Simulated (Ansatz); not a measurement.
## SnO2, space group R-3m: a check of PAW against all-electron LAPW, step by step

With Ansatz's Python interface.

Interactive session:
```pycon
>>> import ansatz as az
>>> import numpy as np
>>> from tabulate import tabulate
>>> def count_gap(report):
...     # lowest empty less highest filled band, counting bands; zero where they overlap
...     return max(report.get('gap_by_band_count_ev') or 0.0, 0.0)
...
>>> vectors = np.array([
...     [1.617093, 0.933629, 4.800593],
...     [-1.617093, 0.933629, 4.800593],
...     [0.0, -1.867258, 4.800593],
... ])
>>> structure = (
...     az.Lattice.of(vectors)
...     .atom('Sn', [0.5, 0.5, 0.5])
...     .atom('O', [0.23717, 0.23717, 0.23717])
...     .atom('O', [0.76283, 0.76283, 0.76283])
... )
>>> calc = (
...     structure.calculation()
...     .mixing('msr1', preconditioner='kerker_dos')
...     .occupations('fixed')
...     .scf(tolerance=1e-08, max_iterations=100)
...     .kpoints(4, center='monkhorst-pack')
...     .functional('LDA')
...     .stress()
...     .forces()
...     .band_table()
... )
>>> variants = {
...     'PAW': calc.pseudopotentials('paw'),
...     'LAPW': calc.pseudopotentials('all_electron', lapw=True),
... }
>>> # totals differ by the cores that each treatment holds, so compare what does not depend on them
>>> rows = []
>>> for label, variant in variants.items():
...     report = variant.run().report
...     levels = np.array(report['eigenvalues_ev'][0]) - report['fermi_energy_ev']
...     print(label, 'levels at the first k-point near E_F:', np.round(levels[np.abs(levels) < 5], 3))
...     rows.append((label, report['n_electrons'], np.trace(report['stress_gpa']) / 3, float(np.abs(report['forces_ev_ang']).max()), count_gap(report)))
...
DeckWarning: basis.ecutwfc = 420 eV, auto-derived from the records' recommended cutoffs: set by Sn (normal level)
DeckWarning: output.stress: scf.convergence.dr2_threshold = 1e-8 eV is looser than the 3e-10 eV advised for a printed stress (1e-10 eV for each atom of the cell: 3). What an SCF threshold leaves in a stress goes as its square root, and in the free energy as the threshold itself, and one threshold admits the most on a small cell: of the crystals measured, under no hybrid functional and no lock of [...]
PAW levels at the first k-point near E_F: [-3.849 -1.267 -1.267 -0.855 -0.855 -0.316  2.034]
LAPW levels at the first k-point near E_F: [-3.849 -1.267 -1.267 -0.853 -0.853 -0.316  2.04 ]
>>> print(tabulate(rows, headers=['treatment', 'electrons in bands', 'P GPa', 'max force component eV/A', 'gap by band count eV'], floatfmt='.4f', tablefmt='simple'))
treatment      electrons in bands    P GPa    max force component eV/A    gap by band count eV
-----------  --------------------  -------  --------------------------  ----------------------
PAW                       26.0000  -9.0793                      0.6819                  2.0337
LAPW                      48.0000  -9.0512                      0.6778                  2.0399
```

PAW gives -9.079 GPa and LAPW -9.051 GPa, 0.028 GPa apart. They took 0.2 and 3.5 s of processor time.

Caveats:
- The settings weren't tested for convergence.
- Semilocal gaps usually lie well under measured ones.
- With fixed filling the reported Fermi level is the top filled level among the k-points of the SCF.
- Energy and stress may still move on a finer k-point mesh.
- This mesh misses the zone centre, where many direct gaps lie, so the gap can be several times too large.
- At these settings the cell as given stands under about -9 GPa, so it isn't at this functional's equilibrium volume.
- The structure comes from a database of computed cells and needn't be a stable or known phase.
- Gaps and levels are Kohn-Sham values on a finite set of k-points, without spin-orbit coupling.
- Warnings are shown shortened and without file and line.
- Pressure is positive in compression; the treatments may keep other shells as core, so totals and counts of electrons can differ.
- Timing: 4.3 s on 1 thread of AMD EPYC 9R45 96-Core Processor (Zen 5), with other jobs on the host, peak memory 0.5 GiB.

(A comment or docstring line of the script was reworded after the run, the code is as it ran; lines on the test bed's own set-up are left out of the output.)
